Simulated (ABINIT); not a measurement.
AlSn:

```
CELL_PARAMETERS angstrom
4.19811 0.00000 0.00000
-2.09905 3.63567 0.00000
0.00000 0.00000 3.30685
ATOMIC_POSITIONS crystal
Sn 0.33333 0.66667 0.50000
Al 0.00000 0.00000 0.00000
```

The cell comes from a database or a generator and needn't be the stable form of this composition.

| Property | Result |
| --- | --- |
| Program | ABINIT 10.8.3 (patched build) |
| Task | relaxation of cell and atoms |
| Functional | PBE |
| Dispersion | D2 |
| Potentials or basis | JTH PAW PBE v2.0 |
| Cutoff | 599 eV |
| k mesh | 7 × 7 × 8 |
| Occupations | fermi-dirac, width 0.05 eV |
| Spin | no spin polarisation |

At the start: pressure -1.5 GPa; volume 25.24 Å³/atom.

Question: Where does the relaxation end?

Answer: Over 8 steps the energy falls by 11.8 meV/atom and the volume is 24.21 Å³/atom (-4.1 %); space group P-6m2 (No. 187, to 0.05 Å).

Step by step:
```csv
step,energy change (eV),largest force (eV/Å),pressure (GPa),volume (Å³)
1,0.0000,0.0000,-1.55,50.47
2,-0.0045,0.0000,-1.38,50.23
3,-0.0227,0.0000,0.52,47.96
4,-0.0232,0.0000,0.25,48.24
5,-0.0233,0.0000,0.15,48.32
6,-0.0235,0.0000,-0.01,48.45
7,-0.0235,0.0000,-0.02,48.45
8,-0.0235,0.0000,-0.01,48.42
```

Final structure:
```
Sn Al
1.0
     4.08667    0.00000    0.00000
    -2.04334    3.53916    0.00000
     0.00000    0.00000    3.34790
Sn Al
1 1
Cartesian
  0.0000 2.3594 1.6739
  0.0000 0.0000 0.0000
```

Caveat: pairwise dispersion overbinds metals, which lowers pressure and volume.
